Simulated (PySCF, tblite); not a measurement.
# C8H12OP+: geometry, infrared bands and NMR shifts

Aim: predict the infrared bands and NMR shifts of C8H12OP+ (`CC#C[PH+]1CCC(=O)CC1`).

Computed with tblite 0.8.0 and PySCF 2.14.0, with density-fitted response routines of our own, on a single molecule in the gas phase. Atoms are numbered from 0 throughout.

## (1) The molecule as given

22 atoms, charge 1, multiplicity 1; geometry from: force field or distance geometry start.

Bonds of the start (Å): C0–C1 1.47, C1–C2 1.20, C2–P3 1.81, P3–C4 1.80, C4–C5 1.53, C5–C6 1.51, C6–O7 1.22, C6–C8 1.51, C8–C9 1.52, C9–P3 1.80, C0–H10 1.09, C0–H11 1.09, C0–H12 1.09, P3–H13 1.42, C4–H14 1.09, C4–H15 1.10, C5–H16 1.09, C5–H17 1.09, C8–H18 1.09, C8–H19 1.10, C9–H20 1.09, C9–H21 1.10.

## (2) Relaxing the molecule with GFN2-xTB

Job settings and geometry (Å):

```
{"job": {"kind": "relax", "xc": "GFN2-xTB", "basis": "xTB"}, "charge": 1, "multiplicity": 1}
C      3.397100     0.329700    -1.709800
C      2.365800     0.083000    -0.698500
C      1.546200    -0.134100     0.152800
P      0.271200    -0.437600     1.404600
C     -0.856500    -1.620300     0.647600
C     -1.523800    -1.093200    -0.623100
C     -2.235600     0.213500    -0.341900
O     -3.443200     0.329200    -0.505700
C     -1.386500     1.376000     0.123500
C     -0.721600     1.058900     1.449500
H      3.965000    -0.574300    -1.915800
H      4.078000     1.109700    -1.379100
H      2.921800     0.661500    -2.635200
H      0.832000    -0.845200     2.643900
H     -0.313700    -2.533300     0.419600
H     -1.625900    -1.865600     1.394200
H     -2.241700    -1.819900    -0.993100
H     -0.788200    -0.918100    -1.414000
H     -0.658200     1.600400    -0.653800
H     -2.027300     2.262200     0.237100
H     -1.482400     0.936900     2.226900
H     -0.082900     1.900000     1.753000
```

Started as:

```console
$ OMP_NUM_THREADS=1 python probes_run.py task.json out
```

The driver reads the jobs from task.json and runs them one after another.

**Question.** This job is followed by: GFN2-xTB harmonic vibrations, gas phase; GIAO PBE0/pcSseg-1 NMR shielding, non-relativistic, gas phase. What will the session give for the following? strongest single infrared mode (GFN2-xTB); zero-point energy (GFN2-xTB); 13C shifts against TMS (PBE0/pcSseg-1, means over atoms taken as alike); 1H shifts against TMS (PBE0/pcSseg-1, means over atoms taken as alike); 31P shifts against H3PO4 (PBE0/pcSseg-1); 17O shifts against H2O (PBE0/pcSseg-1).

**Answer**, as computed:

```
                                                               quantity                                    value
                              strongest single infrared mode (GFN2-xTB)                    2287 cm⁻¹, 575 km/mol
                                           zero-point energy (GFN2-xTB)                           109.8 kcal/mol
13C shifts against TMS (PBE0/pcSseg-1, means over atoms taken as alike)  201.4, 138.8, 55.3, 37.7, 27.5, 6.4 ppm
 1H shifts against TMS (PBE0/pcSseg-1, means over atoms taken as alike)   6.52, 3.12, 3.05, 3.02, 2.85, 2.78 ppm
                               31P shifts against H3PO4 (PBE0/pcSseg-1)                                -54.9 ppm
                                 17O shifts against H2O (PBE0/pcSseg-1)                                731.0 ppm
```

In words: The optimisation took 64 steps and gained 0.321 eV; among the close pairs (by a distance rule), C2–P3 changed most, from 1.812 to 1.727 Å. The lowest mode is imaginary (25i cm⁻¹), so the xTB geometry is not a minimum. The strongest single mode, at 2287 cm⁻¹, moves mainly C1 and C2. GFN2-xTB is a fitted tight-binding method: band positions and strengths are rough. Its intensities can rank the bands wrongly. At PBE0/pcSseg-1: Shielding is most anisotropic at O7 (span 1337 ppm, paramagnetic term -786 ppm).
